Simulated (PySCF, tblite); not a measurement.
# C₆H₄F₃N+ (doublet): geometry, infrared bands and EPR parameters

Wanted: the infrared bands and EPR parameters of C₆H₄F₃N+ (doublet) (`[CH+]=[C][C@@H](N=C)C(F)=C(F)F`), by calculation.

The runs use tblite 0.8.0 and PySCF 2.14.0, with density-fitted response routines of our own; the level of theory stands in each step. All values are computed, except where a source is named. Atoms count from 0, in the outputs and in this text.

## Step 1: Starting geometry

14 atoms, charge 1, multiplicity 2; geometry from: force field or distance geometry start.

Bonds of the start (Å): C0–C1 1.19, C1–C2 1.49, C2–N3 1.45, N3–C4 1.27, C2–C5 1.51, C5–F6 1.36, C5–C7 1.32, C7–F8 1.36, C7–F9 1.36, C0–H10 1.07, C2–H11 1.10, C4–H12 1.10, C4–H13 1.11.

## Step 2: Optimising the geometry with GFN2-xTB

Job settings and geometry (Å):

```
{"job": {"kind": "relax", "xc": "GFN2-xTB", "basis": "xTB"}, "charge": 1, "multiplicity": 2}
C     -0.320400     2.627700    -0.185500
C     -0.159000     1.446400    -0.166000
C      0.073500    -0.019700    -0.123800
N      1.321000    -0.245000     0.587900
C      2.382400    -0.133100    -0.108100
C     -1.064000    -0.681400     0.610100
F     -1.301800    -0.324600     1.895800
C     -1.835000    -1.610200     0.069000
F     -1.644700    -2.010700    -1.211800
F     -2.840000    -2.171400     0.793100
H     -0.488600     3.682800    -0.197300
H      0.124700    -0.402900    -1.152100
H      3.365800    -0.289700     0.356700
H      2.385300     0.131400    -1.190200
```

Run with:

```
$ OMP_NUM_THREADS=1 python probes_run.py task.json out
```

This one command runs all jobs of the session in turn.

**Question.** This job is followed by: GFN2-xTB harmonic vibrations, gas phase; UKS B3LYP, pcH-1 on C F H N, non-relativistic, mean-field spin-orbit, GIAO. Predict these results of the whole session: strongest single infrared mode (GFN2-xTB); zero-point energy (GFN2-xTB); g(iso) (B3LYP); ⟨S²⟩; largest a(iso).

The runs gave:

| quantity | value |
| --- | --- |
| strongest single infrared mode (GFN2-xTB) | 1645 cm⁻¹, 1114 km/mol |
| zero-point energy (GFN2-xTB) | 51.3 kcal/mol |
| g(iso) (B3LYP) | 2.00382 |
| ⟨S²⟩ | 0.757 (exact 0.75) |
| largest a(iso) | 1H on H13, 190.8 MHz |

What this shows: Over 183 steps the energy fell by 0.754 eV; of the close pairs, C7–F9 changed most, 1.360 to 1.297 Å. No mode is imaginary among the 36: a minimum at this level. The strongest single mode, at 1645 cm⁻¹, moves mainly C7 and C5. Unscaled tight-binding wavenumbers are off by several per cent, some by more. Its intensities can rank the bands wrongly. N3 carries the largest spin population, 0.56 e. The isotropic g lies 1.5 ppt above the free-electron value.
